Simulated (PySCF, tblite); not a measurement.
# CH₆Al₂F₈N−, a cluster of ions: infrared bands, interaction energy, NMR shifts and core binding energies, part 3 of 3

tblite 0.8.0 and PySCF 2.14.0. Atoms count from 0, parts from 1.

### 6 X-ray photoelectron lines: SCAN, X2C

The job: settings as JSON, then the geometry in Å.

```
{"job": {"kind": "xps", "holes": 3}, "charge": -1, "multiplicity": 1, "parts": [{"atoms": "0-7", "charge": 1, "multiplicity": 1}, {"atoms": "8-12", "charge": -1, "multiplicity": 1}, {"atoms": "13-17", "charge": -1, "multiplicity": 1}]}
C      0.256412    -0.430802    -0.308468
N     -0.712672    -1.097005     0.567653
H      0.825858     0.296667     0.262102
H     -0.271976     0.062649    -1.120006
H      0.927958    -1.171358    -0.734595
H     -1.362152    -0.417507     0.980568
H     -1.259003    -1.785139     0.029965
H     -0.249561    -1.547514     1.368760
F     -1.442496     0.375915     2.831262
Al     0.022994    -0.117340     3.504577
F      0.202961     0.303687     5.101606
F      0.088940    -1.781130     3.217120
F      1.213571     0.526252     2.508815
F     -3.349712    -3.153606    -2.915887
Al    -2.415933    -2.482067    -1.716372
F     -2.761823    -3.063118    -0.173870
F     -0.765507    -2.759098    -1.908023
F     -2.568323    -0.809282    -1.605239
```

Method: delta-SCF UKS SCAN, pcX-2 on the ionised atom, pcseg-1 elsewhere, spin-free X2C.

Log:

```text
ground state, core basis on atom 1 (N), 237 functions
  cycle   1  E = -1381.59054880  |g| = 1.53e+00
  cycle   2  E = -1380.85813423  |g| = 2.68e+00
  cycle   3  E = -1381.96207575  |g| = 9.46e-02
  cycle   4  E = -1381.96316763  |g| = 6.06e-02
  cycle   5  E = -1381.96392115  |g| = 1.19e-02
  cycle   6  E = -1381.96394026  |g| = 6.01e-03
  cycle   7  E = -1381.96394590  |g| = 1.17e-03
  cycle   8  E = -1381.96395084  |g| = 5.20e-04
  cycle   9  E = -1381.96394992  |g| = 2.98e-05
  E(ground) = -1381.98971026 Eh
hole in N 1s of atom 1
  cycle   1  E = -1366.37215451  |g| = 1.86e+00
  cycle   2  E = -1365.12980869  |g| = 2.39e+00
  cycle   3  E = -1366.92201185  |g| = 6.08e-01
  cycle   4  E = -1366.99754173  |g| = 4.27e-01
  cycle   5  E = -1367.05075250  |g| = 8.25e-02
  cycle   6  E = -1367.05260794  |g| = 3.87e-02
  cycle   7  E = -1367.05307395  |g| = 7.18e-03
  cycle   8  E = -1367.05309193  |g| = 2.75e-03
  cycle   9  E = -1367.05309585  |g| = 1.74e-03
  cycle  10  E = -1367.05309590  |g| = 4.16e-04
  E(ion) = -1367.07812937 Eh   <S^2> = 0.7642   hole on atom = 1.000   binding energy = 405.765 eV
ground state, core basis on atom 11 (F), 237 functions
  cycle   1  E = -1381.99228666  |g| = 1.26e-01
  cycle   2  E = -1381.99152073  |g| = 9.56e-02
  cycle   3  E = -1381.99211216  |g| = 6.60e-02
  cycle   4  E = -1381.99265775  |g| = 4.02e-03
  cycle   5  E = -1381.99266332  |g| = 1.40e-03
  cycle   6  E = -1381.99266374  |g| = 1.49e-04
  E(ground) = -1382.02350694 Eh
hole in F 1s of atom 11
  cycle   1  E = -1355.80707561  |g| = 2.58e+00
  cycle   2  E = -1355.88698509  |g| = 2.05e+00
  cycle   3  E = -1356.66800323  |g| = 2.90e-01
  cycle   4  E = -1356.66894909  |g| = 2.49e-01
  cycle   5  E = -1356.68818920  |g| = 2.00e-02
  cycle   6  E = -1356.68828131  |g| = 9.78e-03
  cycle   7  E = -1356.68831577  |g| = 3.71e-03
  cycle   8  E = -1356.68831841  |g| = 1.38e-03
  cycle   9  E = -1356.68831784  |g| = 5.29e-04
  cycle  10  E = -1356.68831750  |g| = 1.17e-04
  E(ion) = -1356.72789454 Eh   <S^2> = 0.7564   hole on atom = 1.000   binding energy = 688.329 eV
ground state, core basis on atom 15 (F), 237 functions
  cycle   1  E = -1381.99205959  |g| = 1.46e-01
  cycle   2  E = -1381.98967440  |g| = 1.57e-01
  cycle   3  E = -1381.99284275  |g| = 5.26e-02
  cycle   4  E = -1381.99323569  |g| = 7.28e-03
  cycle   5  E = -1381.99324370  |g| = 1.86e-03
  cycle   6  E = -1381.99324432  |g| = 2.81e-04
  E(ground) = -1382.02383740 Eh
hole in F 1s of atom 15
  cycle   1  E = -1355.81624669  |g| = 2.58e+00
  cycle   2  E = -1355.89706362  |g| = 2.05e+00
  cycle   3  E = -1356.67755533  |g| = 2.92e-01
  cycle   4  E = -1356.67776254  |g| = 2.56e-01
  cycle   5  E = -1356.69802896  |g| = 1.93e-02
  cycle   6  E = -1356.69812618  |g| = 7.73e-03
  cycle   7  E = -1356.69814483  |g| = 3.51e-03
  cycle   8  E = -1356.69814872  |g| = 1.14e-03
  cycle   9  E = -1356.69814874  |g| = 5.53e-04
  cycle  10  E = -1356.69814982  |g| = 1.30e-04
  E(ion) = -1356.73611174 Eh   <S^2> = 0.7564   hole on atom = 1.000   binding energy = 688.114 eV

== part 1 alone, relaxed ==
ground state, core basis on atom 1 (N), 89 functions
  cycle   1  E = -96.20086769  |g| = 2.25e-01
  cycle   2  E = -96.20452740  |g| = 2.02e-01
  cycle   3  E = -96.21477762  |g| = 5.16e-02
  cycle   4  E = -96.21527011  |g| = 1.28e-02
  cycle   5  E = -96.21529291  |g| = 5.83e-03
  cycle   6  E = -96.21530157  |g| = 2.76e-04
  E(ground) = -96.21714872 Eh
hole in N 1s of atom 1
  cycle   1  E = -80.27683168  |g| = 1.85e+00
  cycle   2  E = -79.85563701  |g| = 1.93e+00
  cycle   3  E = -80.90524328  |g| = 3.24e-01
  cycle   4  E = -80.93564571  |g| = 3.58e-02
  cycle   5  E = -80.93604196  |g| = 1.64e-02
  cycle   6  E = -80.93615434  |g| = 6.55e-03
  cycle   7  E = -80.93617589  |g| = 1.44e-03
  cycle   8  E = -80.93617781  |g| = 4.07e-04
  E(ion) = -80.93711025 Eh   <S^2> = 0.7646   hole on atom = 1.000   binding energy = 415.791 eV

== part 2 alone, relaxed ==
ground state, core basis on atom 3 (F), 105 functions
  cycle   1  E = -642.62124924  |g| = 1.18e+00
  cycle   2  E = -642.21414168  |g| = 2.06e+00
  cycle   3  E = -642.82903892  |g| = 6.50e-02
  cycle   4  E = -642.82912803  |g| = 6.48e-02
  cycle   5  E = -642.82964716  |g| = 5.99e-03
  cycle   6  E = -642.82965338  |g| = 1.66e-03
  cycle   7  E = -642.82965255  |g| = 2.99e-04
  E(ground) = -642.83917704 Eh
hole in F 1s of atom 3
  cycle   1  E = -616.72558336  |g| = 2.58e+00
  cycle   2  E = -616.81305408  |g| = 2.04e+00
  cycle   3  E = -617.57759686  |g| = 2.80e-01
  cycle   4  E = -617.57863510  |g| = 2.36e-01
  cycle   5  E = -617.59583698  |g| = 1.87e-02
  cycle   6  E = -617.59594304  |g| = 3.44e-03
  cycle   7  E = -617.59594507  |g| = 1.71e-03
  cycle   8  E = -617.59594690  |g| = 1.12e-03
  cycle   9  E = -617.59594776  |g| = 1.32e-04
  E(ion) = -617.61350686 Eh   <S^2> = 0.7564   hole on atom = 1.000   binding energy = 686.425 eV

== part 3 alone, relaxed ==
ground state, core basis on atom 2 (F), 105 functions
  cycle   1  E = -642.62057024  |g| = 1.18e+00
  cycle   2  E = -642.21415733  |g| = 2.06e+00
  cycle   3  E = -642.82825637  |g| = 6.40e-02
  cycle   4  E = -642.82833884  |g| = 6.40e-02
  cycle   5  E = -642.82884564  |g| = 6.02e-03
  cycle   6  E = -642.82885109  |g| = 1.66e-03
  cycle   7  E = -642.82884977  |g| = 2.86e-04
  E(ground) = -642.83933266 Eh
hole in F 1s of atom 2
  cycle   1  E = -616.72363018  |g| = 2.58e+00
  cycle   2  E = -616.81191952  |g| = 2.04e+00
  cycle   3  E = -617.57646185  |g| = 2.80e-01
  cycle   4  E = -617.57751623  |g| = 2.38e-01
  cycle   5  E = -617.59494726  |g| = 1.84e-02
  cycle   6  E = -617.59505096  |g| = 3.38e-03
  cycle   7  E = -617.59505284  |g| = 1.79e-03
  cycle   8  E = -617.59505295  |g| = 1.08e-03
  cycle   9  E = -617.59505405  |g| = 1.29e-04
  E(ion) = -617.61377411 Eh   <S^2> = 0.7564   hole on atom = 1.000   binding energy = 686.422 eV
```

Run time: 2.8 min. Hardware: 1 thread of Arm Neoverse N1, shared host; peak memory 0.74 GiB.

The holes in one table. −ε is the ground-state orbital energy:

```tsv
hole	stands for	environment	ΔSCF (eV)	−ε (eV)	⟨S²⟩
N1s on N1	N1	nitrogen bonded to C, 3 H	405.76	386.1	0.764
F1s on F11	F11	fluorine bonded to Al	688.33	662.1	0.756
F1s on F15	F15	fluorine bonded to Al	688.11	661.9	0.756
```

What binding changes (parts relaxed alone, same level, their own basis):

```tsv
hole	alone (eV)	in the cluster	change (eV)
N1s on N1	415.79	405.76	-10.03
F1s on F11	686.43	688.33	+1.90
F1s on F15	686.42	688.11	+1.69
```

### 7 Counterpoise and decomposition: revPBE/pcseg-1

Settings changed since step 6:

```diff
@@ -1,2 +1,2 @@
-{"job": {"kind": "xps", "holes": 3}, "charge": -1, "multiplicity": 1, "parts": [{"atoms": "0-7", "charge": 1, "multiplicity": 1}, {"atoms": "8-12", "charge": -1, "multiplicity": 1}, {"atoms": "13-17", "charge": -1, "multiplicity": 1}]}
+{"job": {"kind": "inter", "xc": "revPBE", "basis": "pcseg-1", "grid": 1}, "charge": -1, "multiplicity": 1, "parts": [{"atoms": "0-7", "charge": 1, "multiplicity": 1}, {"atoms": "8-12", "charge": -1, "multiplicity": 1}, {"atoms": "13-17", "charge": -1, "multiplicity": 1}]}
 C      0.256412    -0.430802    -0.308468
```

Level: revPBE/pcseg-1 interaction energy, counterpoise and uncorrected, gas phase.

Log:

```text
part 1, own basis, geometry of the cluster
final grid: 25136 points
cycle   1  E = -96.1466544190  dE =  2.723e-01  |g| = 2.171e-01  |ddm| = 2.291e+00
cycle   2  E = -96.1449726527  dE =  1.682e-03  |g| = 2.486e-01  |ddm| = 4.771e-01
cycle   3  E = -96.1601873717  dE = -1.521e-02  |g| = 4.816e-02  |ddm| = 2.167e-01
cycle   4  E = -96.1606606922  dE = -4.733e-04  |g| = 1.031e-02  |ddm| = 3.684e-02
cycle   5  E = -96.1606815586  dE = -2.087e-05  |g| = 3.730e-03  |ddm| = 9.173e-03
cycle   6  E = -96.1606848049  dE = -3.246e-06  |g| = 1.774e-04  |ddm| = 2.731e-03
cycle   7  E = -96.1606848138  dE = -8.994e-09  |g| = 3.300e-05  |ddm| = 2.289e-04
cycle   8  E = -96.1606848141  dE = -2.542e-10  |g| = 3.835e-06  |ddm| = 2.921e-05
converged SCF energy = -96.1606848141

part 2, own basis, geometry of the cluster
final grid: 27552 points
cycle   1  E = -641.7045902589  dE =  1.637e-01  |g| = 1.096e+00  |ddm| = 2.259e+00
cycle   2  E = -641.2161328626  dE =  4.885e-01  |g| = 2.070e+00  |ddm| = 1.882e+00
cycle   3  E = -641.8996994558  dE = -6.836e-01  |g| = 3.018e-02  |ddm| = 1.263e+00
cycle   4  E = -641.8996757243  dE =  2.373e-05  |g| = 3.723e-02  |ddm| = 5.128e-02
cycle   5  E = -641.8998937458  dE = -2.180e-04  |g| = 6.452e-03  |ddm| = 2.335e-02
cycle   6  E = -641.8999006732  dE = -6.927e-06  |g| = 1.101e-03  |ddm| = 5.034e-03
cycle   7  E = -641.8999008596  dE = -1.864e-07  |g| = 1.308e-04  |ddm| = 5.550e-04
cycle   8  E = -641.8999008610  dE = -1.427e-09  |g| = 8.871e-05  |ddm| = 1.069e-04
cycle   9  E = -641.8999008623  dE = -1.263e-09  |g| = 2.291e-06  |ddm| = 5.127e-05
cycle  10  E = -641.8999008623  dE = -3.411e-12  |g| = 4.372e-07  |ddm| = 2.528e-06
converged SCF energy = -641.8999008623

part 3, own basis, geometry of the cluster
final grid: 27552 points
cycle   1  E = -641.7045566001  dE =  1.658e-01  |g| = 1.096e+00  |ddm| = 2.260e+00
cycle   2  E = -641.2174876175  dE =  4.871e-01  |g| = 2.068e+00  |ddm| = 1.880e+00
cycle   3  E = -641.8995739161  dE = -6.821e-01  |g| = 2.928e-02  |ddm| = 1.261e+00
cycle   4  E = -641.8995604329  dE =  1.348e-05  |g| = 3.554e-02  |ddm| = 5.014e-02
cycle   5  E = -641.8997585056  dE = -1.981e-04  |g| = 6.553e-03  |ddm| = 2.252e-02
cycle   6  E = -641.8997656251  dE = -7.120e-06  |g| = 1.097e-03  |ddm| = 5.035e-03
cycle   7  E = -641.8997658111  dE = -1.860e-07  |g| = 9.463e-05  |ddm| = 5.483e-04
cycle   8  E = -641.8997658125  dE = -1.332e-09  |g| = 1.888e-05  |ddm| = 5.700e-05
cycle   9  E = -641.8997658125  dE = -5.889e-11  |g| = 2.886e-06  |ddm| = 1.184e-05
converged SCF energy = -641.8997658125

part 1, own basis, relaxed alone
final grid: 25136 points
cycle   1  E = -96.1477017664  dE =  2.516e-01  |g| = 2.157e-01  |ddm| = 2.285e+00
cycle   2  E = -96.1455101666  dE =  2.192e-03  |g| = 2.527e-01  |ddm| = 4.781e-01
cycle   3  E = -96.1611232012  dE = -1.561e-02  |g| = 5.016e-02  |ddm| = 2.176e-01
cycle   4  E = -96.1616310009  dE = -5.078e-04  |g| = 1.075e-02  |ddm| = 3.804e-02
cycle   5  E = -96.1616542567  dE = -2.326e-05  |g| = 3.726e-03  |ddm| = 9.587e-03
cycle   6  E = -96.1616575534  dE = -3.297e-06  |g| = 1.816e-04  |ddm| = 2.788e-03
cycle   7  E = -96.1616575630  dE = -9.620e-09  |g| = 3.189e-05  |ddm| = 2.356e-04
cycle   8  E = -96.1616575632  dE = -2.360e-10  |g| = 3.041e-06  |ddm| = 2.723e-05
converged SCF energy = -96.1616575632

part 2, own basis, relaxed alone
final grid: 27552 points
cycle   1  E = -641.7097061900  dE =  1.492e-01  |g| = 1.093e+00  |ddm| = 2.257e+00
cycle   2  E = -641.2276525011  dE =  4.821e-01  |g| = 2.061e+00  |ddm| = 1.867e+00
cycle   3  E = -641.9036138255  dE = -6.760e-01  |g| = 1.974e-02  |ddm| = 1.249e+00
cycle   4  E = -641.9037063177  dE = -9.249e-05  |g| = 9.311e-03  |ddm| = 3.805e-02
cycle   5  E = -641.9037218123  dE = -1.549e-05  |g| = 1.670e-03  |ddm| = 8.987e-03
cycle   6  E = -641.9037222195  dE = -4.072e-07  |g| = 3.996e-04  |ddm| = 8.588e-04
cycle   7  E = -641.9037222429  dE = -2.340e-08  |g| = 1.155e-04  |ddm| = 2.615e-04
cycle   8  E = -641.9037222450  dE = -2.100e-09  |g| = 3.190e-06  |ddm| = 6.528e-05
cycle   9  E = -641.9037222450  dE = -3.524e-12  |g| = 3.738e-07  |ddm| = 3.434e-06
converged SCF energy = -641.9037222450

part 3, own basis, relaxed alone: E = -641.9037222450 (as before)

cluster
final grid: 80240 points
cycle   1  E = -1380.1791950454  dE = -3.857e-02  |g| = 1.306e-01  |ddm| = 1.215e+00
cycle   2  E = -1380.1757467404  dE =  3.448e-03  |g| = 2.049e-01  |ddm| = 2.856e-01
cycle   3  E = -1380.1825378447  dE = -6.791e-03  |g| = 2.406e-02  |ddm| = 1.486e-01
cycle   4  E = -1380.1826317126  dE = -9.387e-05  |g| = 6.497e-03  |ddm| = 1.997e-02
cycle   5  E = -1380.1826390144  dE = -7.302e-06  |g| = 1.507e-03  |ddm| = 5.326e-03
cycle   6  E = -1380.1826393712  dE = -3.567e-07  |g| = 3.544e-04  |ddm| = 1.185e-03
cycle   7  E = -1380.1826393935  dE = -2.239e-08  |g| = 1.095e-04  |ddm| = 2.955e-04
cycle   8  E = -1380.1826393958  dE = -2.297e-09  |g| = 1.876e-05  |ddm| = 8.768e-05
cycle   9  E = -1380.1826393959  dE = -7.321e-11  |g| = 7.611e-06  |ddm| = 1.990e-05
converged SCF energy = -1380.1826393959

part 1 in the basis of the cluster
final grid: 80240 points
cycle   1  E = -96.1622486314  dE = -1.603e-03  |g| = 2.464e-03  |ddm| = 2.610e-01
cycle   2  E = -96.1622480820  dE =  5.494e-07  |g| = 3.230e-03  |ddm| = 4.061e-03
cycle   3  E = -96.1622502683  dE = -2.186e-06  |g| = 4.921e-04  |ddm| = 2.347e-03
cycle   4  E = -96.1622503148  dE = -4.647e-08  |g| = 1.343e-04  |ddm| = 4.288e-04
cycle   5  E = -96.1622503186  dE = -3.785e-09  |g| = 4.148e-05  |ddm| = 1.237e-04
cycle   6  E = -96.1622503190  dE = -4.250e-10  |g| = 6.334e-06  |ddm| = 3.644e-05
converged SCF energy = -96.1622503190

part 2 in the basis of the cluster
final grid: 80240 points
cycle   1  E = -641.9070746362  dE = -7.203e-03  |g| = 2.810e-02  |ddm| = 5.272e-01
cycle   2  E = -641.9068348379  dE =  2.398e-04  |g| = 4.891e-02  |ddm| = 4.638e-02
cycle   3  E = -641.9072085081  dE = -3.737e-04  |g| = 2.414e-03  |ddm| = 2.923e-02
cycle   4  E = -641.9072095036  dE = -9.955e-07  |g| = 1.193e-03  |ddm| = 3.177e-03
cycle   5  E = -641.9072097137  dE = -2.101e-07  |g| = 3.404e-04  |ddm| = 8.666e-04
cycle   6  E = -641.9072097326  dE = -1.888e-08  |g| = 2.180e-05  |ddm| = 2.345e-04
cycle   7  E = -641.9072097326  dE = -7.367e-11  |g| = 7.964e-06  |ddm| = 1.823e-05
converged SCF energy = -641.9072097326

part 3 in the basis of the cluster
final grid: 80240 points
cycle   1  E = -641.9069496374  dE = -7.188e-03  |g| = 2.623e-02  |ddm| = 5.248e-01
cycle   2  E = -641.9067453274  dE =  2.043e-04  |g| = 4.529e-02  |ddm| = 4.444e-02
cycle   3  E = -641.9070654435  dE = -3.201e-04  |g| = 2.237e-03  |ddm| = 2.734e-02
cycle   4  E = -641.9070662788  dE = -8.354e-07  |g| = 1.057e-03  |ddm| = 2.889e-03
cycle   5  E = -641.9070664419  dE = -1.630e-07  |g| = 3.129e-04  |ddm| = 7.644e-04
cycle   6  E = -641.9070664578  dE = -1.591e-08  |g| = 2.073e-05  |ddm| = 2.157e-04
cycle   7  E = -641.9070664578  dE = -6.810e-11  |g| = 6.293e-06  |ddm| = 1.744e-05
converged SCF energy = -641.9070664578

Interaction energy (kcal/mol)
  counterpoise     -129.338
  uncorrected      -139.534
  dispersion part     0.000
  deformation         5.491
  binding          -123.847

Decomposition of the uncorrected value (kcal/mol)
  electrostatic    -146.066
  Pauli              32.897
  orbital           -26.365
  dispersion          0.000

Charge of each part in the cluster: 0.929 -0.959 -0.970
```

Run time: 69 s. Hardware: 1 thread of Arm Neoverse N1, shared host; peak memory 0.68 GiB.

Counterpoise interaction energy: -129.3 kcal/mol.

### 8 Comparing the runs

Energies in kcal/mol, with wall time:

```tsv
run	counterpoise	BSSE	electrostatic	Pauli	orbital	dispersion	time
PBE0-D3(BJ)/def2-SVP	-142.8	14.07	-146.5	23.53	-29.76	-4.16	3.3 min
revPBE/pcseg-1	-129.3	10.20	-146.1	32.90	-26.37	–	69 s
```

### 9 What came out

What follows sums up all 3 parts.

| quantity | value |
| --- | --- |
| binding energy (GFN2-xTB) | -139.6 kcal/mol (rough: tight binding is poor for bare ions) |
| strongest single infrared mode (GFN2-xTB) | 3199 cm⁻¹ |
| interaction energy, counterpoise (PBE0-D3(BJ)/def2-SVP) | -142.8 kcal/mol |
| superposition error | 14.07 kcal/mol |
| binding energy (with deformation) | -137.9 kcal/mol |
| ΔG of binding, 298 K, 1 atm (xTB thermal terms) | -116.9 kcal/mol |
| 13C shifts against TMS (PBE0/pcSseg-1) | 27.6 ppm |
| 1H shifts against TMS (PBE0/pcSseg-1) | 6.91, 6.61, 5.79, 3.30, 2.83, 2.48 ppm |
| 15N shifts against NH3 (PBE0/pcSseg-1) | 56.1 ppm |
| 19F shifts against CFCl3 (PBE0/pcSseg-1) | -206.1, -215.3, -216.6, -217.1, -218.6, -219.0, -219.8, -224.6 ppm |
| 27Al shifts against AlH4- (PBE0/pcSseg-1) | -23.4, -24.1 ppm |
| largest proton shift on binding | H6, +1.76 ppm |
| F1s binding energies, SCAN/pcX-2 (standing for 2 of 8 atoms) | F11 688.33, F15 688.11 eV |
| N1s binding energies, SCAN/pcX-2 | N1 405.76 eV |
| range of the interaction energy over the runs of this table | -142.8 to -129.3 kcal/mol |

In words: In the one minimum found, at its xTB geometry, the leading contact, judged by the atoms' radii, is H7···F11 (hydrogen bond, 1.89 Å). Further contacts there: H6···F15 (hydrogen bond, 1.98 Å), H5···F8 (hydrogen bond, 2.02 Å). No mode is imaginary at GFN2-xTB; the softest lies at 8 cm⁻¹. Parts of like charge repel, so the total sums attraction and repulsion: the pairs give 1–2 -108.1, 1–3 -101.0, 2–3 +56.7 kcal/mol. Pairs sum to -152.5 kcal/mol; the many-body rest, +9.71, is anticooperative. With harmonic xTB thermal terms the free energy of binding in the gas phase is about -116.9 kcal/mol; soft modes make that rough. The geometry is that of tight binding, not a minimum at this level, so the binding values are rough. On binding (GIAO PBE0/pcSseg-1 NMR shielding, non-relativistic, gas phase), H6 moves most among the protons, 1.76 ppm downfield. F11 (fluorine bonded to Al) binds its F1s electron 0.21 eV more tightly than F15 (fluorine bonded to Al). Only 2 of the 8 F atoms are covered by sound results. Binding moves the N1s level of N1 by -10.03 eV. The interaction energy runs from -142.8 (PBE0-D3(BJ)/def2-SVP) to -129.3 kcal/mol (revPBE/pcseg-1). Some runs hold a dispersion term and some don't.
